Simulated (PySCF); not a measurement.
# One shape, several levels: B2O2 (diboron dioxide)

Aim: a comparison of 5 runs (HF/STO-3G, HF/def2-SVP, TPSSh/def2-SVP, B3LYP/def2-SVPD, PBE0/def2-TZVP) of B2O2 (diboron dioxide). Input form: a Python script.

The calculation is run with PySCF 2.14.0.

## Step 1: The structure to begin with

The species is B2O2 (4 atoms), meant as a singlet with charge 0. SMILES: `O=BB=O`. Geometry: relaxed at GFN2-xTB.

Bond lengths: O1–B2 1.188 Å, B2–B3 1.619 Å, B3–O4 1.188 Å. Angles: O1–B2–B3 179.4°, B2–B3–O4 179.6°.

## Step 2: Energy and gradient at HF/STO-3G (run 1)

File run.py:

```python
# diboron dioxide
from pyscf import gto, scf

molecule = gto.M(
    atom='''
O     -1.386039     0.853797     3.405513
B     -0.568014     0.357158     1.374681
B      0.557583    -0.345763    -1.381938
O      1.396451    -0.865192    -3.398257
''',
    basis='sto-3g',
    max_memory=1860,
    verbose=4,
    spin=0,
    unit='bohr',
    charge=0,
)

mf = scf.RHF(molecule)
mf.conv_tol = 1e-10
mf.kernel()
if not mf.converged:
    mf = mf.newton().run(mf.mo_coeff, mf.mo_occ)

e_final = mf.e_tot
print('E = %.10f Eh' % e_final)
grad = mf.nuc_grad_method().kernel()
mf.analyze()
```

Run with:

```bash
$ OMP_NUM_THREADS=1 python run.py
```

What it wrote:

```text
PySCF version 2.14.0

[... 69 lines left out ...]
Total Energy =                        -196.529427074906891
[... 4 lines left out ...]
DFT Exchange-Correlation Energy =      -24.481801890658602
[... 6 lines left out ...]
MO #5   energy= -1.28676417297201  occ= 2
[... 4 lines left out ...]
MO #10  energy= -0.465131868235743 occ= 2
[... 4 lines left out ...]
MO #15  energy= 0.246038953957945  occ= 0
[... 4 lines left out ...]
MO #20  energy= 1.38039402709506   occ= 0
[... 27 lines left out ...]
Dipole moment(X, Y, Z, Debye): -0.01764,  0.01929, -0.01231
```

Run time: 0.97 s. Hardware: 1 thread of Intel Xeon at 2.70GHz, shared host; peak memory 0.12 GiB.

## Step 3: Energy and forces at HF/def2-SVP (run 2)

File calc.py:

```python
# diboron dioxide
from pyscf import gto

mol = gto.M(
    atom='''
O     -1.386039     0.853797     3.405513
B     -0.568014     0.357158     1.374681
B      0.557583    -0.345763    -1.381938
O      1.396451    -0.865192    -3.398257
''',
    verbose=4,
    max_memory=1860,
    charge=0,
    basis='def2-svp',
    unit='bohr',
    spin=0,
)

hf = mol.RHF()
hf.conv_tol = 1e-10
hf.kernel()
if not hf.converged:
    hf = hf.newton().run(hf.mo_coeff, hf.mo_occ)

energy = hf.e_tot
print('E(%s) = %.9f' % ('HF', energy))
grad = hf.nuc_grad_method().kernel()
hf.analyze()
```

Run with:

```bash
$ OMP_NUM_THREADS=1 python calc.py
```

What it wrote:

```text
PySCF version 2.14.0

[... 79 lines left out ...]
MO #1   energy= -20.5927497535649  occ= 2
[... 10 lines left out ...]
MO #12  energy= -0.543423968658622 occ= 2
[... 10 lines left out ...]
MO #23  energy= 0.438751538921889  occ= 0
[... 10 lines left out ...]
MO #34  energy= 1.28928121927872   occ= 0
[... 10 lines left out ...]
MO #45  energy= 2.33268530350593   occ= 0
[... 10 lines left out ...]
MO #56  energy= 4.00386856890262   occ= 0
[... 63 lines left out ...]
Dipole moment(X, Y, Z, Debye): -0.02849,  0.03121, -0.02021
```

It took 1.8 s on 1 thread of Intel Xeon at 2.70GHz, shared host; peak memory 0.13 GiB.

Runs 3 to 4 aren't shown in full; the table further down has their settings and results.

## Step 4: Energy and forces at PBE0/def2-TZVP (run 5)

File calc.py:

```python
from pyscf import gto, dft

molecule = gto.M(
    atom='O -0.733460 0.451810 1.802120; B -0.300580 0.189000 0.727450; B 0.295060 -0.182970 -0.731290; O 0.738970 -0.457840 -1.798280',
    basis='def2-tzvp',
    verbose=4,
    max_memory=1860,
)

mf = dft.RKS(molecule)
mf.xc = 'pbe0'
mf.grids.level = 5
mf.conv_tol = 1e-10
mf.kernel()
if not mf.converged:
    mf = mf.newton().run(mf.mo_coeff, mf.mo_occ)

etot = mf.e_tot
print('E = %.10f Eh' % etot)
grad = mf.nuc_grad_method().kernel()
mf.analyze()
```

Run with:

```bash
$ OMP_NUM_THREADS=1 python calc.py
```

What it wrote:

```text
PySCF version 2.14.0

[... 101 lines left out ...]
MO #9   energy= -0.460417595585963 occ= 2
[... 22 lines left out ...]
MO #32  energy= 0.491984911122068  occ= 0
[... 22 lines left out ...]
MO #55  energy= 1.37288634591112   occ= 0
[... 22 lines left out ...]
MO #78  energy= 2.41329421237081   occ= 0
[... 22 lines left out ...]
MO #101 energy= 5.33984834186222   occ= 0
[... 22 lines left out ...]
MO #124 energy= 43.7754011394001   occ= 0
[... 131 lines left out ...]
Dipole moment(X, Y, Z, Debye): -0.02354,  0.02576, -0.01656
```

Run time: 35 s. Hardware: 1 thread of Intel Xeon at 2.70GHz, shared host; peak memory 1.3 GiB.

## Step 5: All runs side by side

| run | level | integration grid | energy (Eh) | dipole moment (D) | HOMO energy (eV) | LUMO energy (eV) | wall time |
| --- | --- | --- | --- | --- | --- | --- | --- |
| 1 | HF/STO-3G | – | -196.529427 | 0.03 | -11.67 | 6.69 | 0.97 s |
| 2 | HF/def2-SVP | – | -199.028042 | 0.05 | -14.79 | 1.27 | 1.8 s |
| 3 | TPSSh/def2-SVP | 5 | -200.087461 | 0.03 | -10.08 | -2.60 | 15 s |
| 4 | B3LYP/def2-SVPD | 5 | -200.103304 | 0.04 | -10.84 | -2.70 | 20 s |
| 5 | PBE0/def2-TZVP | 5 | -200.079406 | 0.04 | -11.03 | -2.40 | 35 s |

## Step 6: What came out

```
                       quantity          value
            run 5: total energy  -200.07941 Eh
           run 5: dipole moment         0.04 D
             run 5: HOMO energy      -11.03 eV
             run 5: LUMO energy       -2.40 eV
           run 5: HOMO–LUMO gap        8.63 eV
run 5: largest force on an atom     0.846 eV/Å
```

What this shows: The HOMO–LUMO gap runs from 7.48 eV (TPSSh/def2-SVP) to 18.36 eV (HF/STO-3G). The two ends differ in method and basis. Totals of different functionals can't be ranked against each other. In run 1 the basis is minimal, so the values are rough. All runs together took 73 s, the longest 35 s.
